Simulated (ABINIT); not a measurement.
Crystal: MoSe.

```
Mo Se
1.0
     3.47067    0.00000    0.00000
    -1.73533    3.00569    0.00000
     0.00000    0.00000    4.37280
Mo Se
1 1
Direct
  0.66667 0.33333 0.02544
  0.33333 0.66667 0.11843
```

The cell was built by a generator and needn't be a form met in nature.

* Program: ABINIT 10.8.3 (patched build)
* Task: single point
* Functional: PBE
* Potentials or basis: JTH PAW PBE v2.0
* Cutoff: 408 eV
* k mesh: 9 × 9 × 6
* Occupations: fermi-dirac, width 0.05 eV
* Spin: no spin polarisation

On this cell: pressure 71.6 GPa; largest force 6.362 eV/Å; band gap on the k mesh none (metal or under the smearing width).

The same run follows on a disturbed copy (atoms moved at random, drawn with an rms of 0.05 Å):

```
CELL_PARAMETERS angstrom
3.47067 0.00000 0.00000
-1.73533 3.00569 0.00000
0.00000 0.00000 4.37280
ATOMIC_POSITIONS crystal
Mo 0.66389 0.33749 0.01988
Se 0.35496 0.68646 0.11841
```

**Question.** What does the disturbed cell give?

**Answer.** The energy (extrapolated to zero smearing) moves by -25.3 meV/atom; pressure 70.6 GPa; largest force 7.788 eV/Å; band gap on the k mesh none (metal or under the smearing width).

Forces in eV/Å, atoms in the order of the input:
```
Mo   2.371  2.234 -7.074
Se  -2.371 -2.234  7.074
```

Stress tensor (GPa, compression positive):
```
 91.54 -14.56  -3.56
-14.56 116.40  -3.37
 -3.56  -3.37   3.91
```

Caveats: the atomic spheres overlap; a pressure of tens of GPa on the cell as given is suspect, and the run, the potentials or the cell itself is likely at fault (some runs); this functional lacks dispersion, which binds the layers, so the pressure and a relaxed spacing across them are unreliable (some runs); forces of over 1 eV/Å show positions far from the minimum, so gaps and moduli don't describe the material at rest (some runs); the cell as given lies far from equilibrium (some runs).
